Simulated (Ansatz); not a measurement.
# BH4NOSi: small, medium and large basis sets

Aim: see how fast density functionals converge with the basis set for BH4NOSi.

The runs use Ansatz 0.2.0, Gaussian basis; one geometry, several basis sets.

Levels to be run: PBE0-D4/def2-SVP; ωB97M-V/def2-SVP; PBE0-D4/def2-QZVPP; ωB97M-V/def2-QZVPP; the functionals' def2-TZVPP values are taken from earlier runs.

**1. Structure used throughout**

The geometry comes from an earlier relaxation with PBE0-D4 in a triple-zeta def2 set; it is a stationary point, not always the lowest conformer.

SMILES `O[SiH]1BN1`, 8 atoms, charge 0, spin multiplicity 1.

Atoms are counted from 1 here; the program's logs count them from 0.

Bond lengths: O1–Si2 1.644 Å, O1–H5 0.958 Å, Si2–B3 1.907 Å, Si2–N4 1.741 Å, Si2–H6 1.485 Å, B3–N4 1.392 Å, B3–H7 1.188 Å, N4–H8 1.011 Å. Angles: Si2–O1–H5 116.9°, O1–Si2–B3 124.0°, O1–Si2–N4 118.0°, O1–Si2–H6 107.8°, B3–Si2–N4 44.6°, B3–Si2–H6 128.1°, N4–Si2–H6 114.0°, Si2–B3–N4 61.4°, Si2–B3–H7 163.8°, N4–B3–H7 134.7°, Si2–N4–B3 74.1°, Si2–N4–H8 150.7°, B3–N4–H8 135.2°.

**2. PBE0-D4 in def2-SVP**

in.yaml reads:

```yaml
crystal:
  periodic: [false, false, false]
  atoms:
    - {symbol: O, position_ang: [-0.643433, 1.097178, -1.432590]}
    - {symbol: Si, position_ang: [0.063540, 0.650348, -0.017183]}
    - {symbol: B, position_ang: [1.159990, -0.897331, 0.184688]}
    - {symbol: N, position_ang: [-0.182507, -0.980089, 0.541957]}
    - {symbol: H, position_ang: [-1.337360, 1.756132, -1.382259]}
    - {symbol: H, position_ang: [-0.249128, 1.690466, 0.995960]}
    - {symbol: H, position_ang: [2.068834, -1.662894, 0.164557]}
    - {symbol: H, position_ang: [-0.787936, -1.710909, 0.889071]}
basis:
  gaussian: {orbitals: def2-SVP}
hamiltonian: {xc: pbe0, dispersion: d4}
output: {orbitals: {seedname: orbitals}}
```

Launch:

```console
> ansatz run in.yaml --threads 2 --pin off --events-out ev --progress --plain --max-ram 4352MiB
```

After this run come: ωB97M-V in def2-SVP; PBE0-D4 in def2-QZVPP; ωB97M-V in def2-QZVPP.

Q: Predict the results of all the runs planned. Wanted: PBE0-D4: double and triple zeta above quadruple; ωB97M-V: double and triple zeta above quadruple.

**Answer**, as computed:

```
                                       quantity          value
PBE0-D4: double and triple zeta above quadruple  8.59, 0.53 eV
ωB97M-V: double and triple zeta above quadruple  8.70, 0.50 eV
```

What this shows: PBE0-D4 gains 8.06 eV from double to triple zeta, then 0.53 eV more. Total energies overstate the basis error of differences, where much of it tends to cancel. The LUMO of ωB97M-V is positive and keeps falling with the basis (2.12 to 1.24 eV): an unbound level that the basis holds in place.
